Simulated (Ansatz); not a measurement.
# CuF2, space group P4/mmm: a comparison of functionals at one structure

With Ansatz 0.2.0 through its Python package.

Interactive session:
```pycon
>>> import ansatz as az
>>> from ase import Atoms
>>> import pandas as pd
>>> atoms = Atoms(
...     ["Cu", "F", "F"],
...     scaled_positions=[
...         (0.0, 0.0, 0.0),
...         (0.5, 0.0, 0.0),
...         (0.0, 0.5, 0.0),
...     ],
...     cell=[
...         (3.747011, 0.0, 0.0),
...         (0.0, 3.747011, 0.0),
...         (0.0, 0.0, 3.607305),
...     ],
...     pbc=True,
... )
>>> xtal = az.Crystal.from_ase(atoms)
>>> xtal.resolved().sites[-1]
Site(symbol='F', position=(0.0, 0.5, 0.0), moment=None, axis=None, held=None, saved=None)
>>> job = (
...     xtal.calculation()
...     .basis(510)
...     .kpoints(9, center="gamma")
...     .occupations("Fermi-Dirac", width=100 * az.meV)
...     .stress()
... )
>>> rows = []
>>> for value in ["pbesol", "blyp", "lda"]:
...     report = job.functional(value).run(threads=1).report
...     rows.append((value, report["free_energy_ev"] / len(report["lattice"]["sites"]), report["n_iterations"], sum(report["stress_gpa"][i][i] for i in range(3)) / 3, report["n_kpoints"]))
...
>>> table = pd.DataFrame(rows, columns=["functional", "F/atom (eV)", "iterations", "P (GPa)", "k-points"])
>>> table.round(5)
  functional  F/atom (eV)  iterations  P (GPa)  k-points
0     pbesol  -2729.36675           7 -2.99061        75
1       blyp  -2751.61942           7  1.89513        75
2        lda  -2713.82257           7 -6.74060        75
```

From lowest to highest: LDA (-6.7 GPa), PBEsol (-3.0 GPa) and BLYP (1.9 GPa). At a fixed cell a lower pressure usually means a smaller equilibrium volume, so LDA prefers the smallest cell and BLYP the largest.

Reading the output:
- The cell holds an odd number of electrons and is run without spin, so a magnetic state may lie lower.
- BLYP can be off by several per cent in the lattices of metals, and by several GPa in the pressure at a fixed cell.
- Pressure is positive in compression.
- Without a Hubbard U or exact exchange, semilocal functionals often make such 3d compounds metallic or too weakly gapped.
- The structure comes from a database of computed cells and needn't be a stable or known phase.
- Total energies of different functionals can't be compared; pressures, moments and gaps at this one structure can.
- Finished in 34 s on 1 thread of Arm Neoverse N1, with other jobs on the host, peak memory 0.49 GiB.
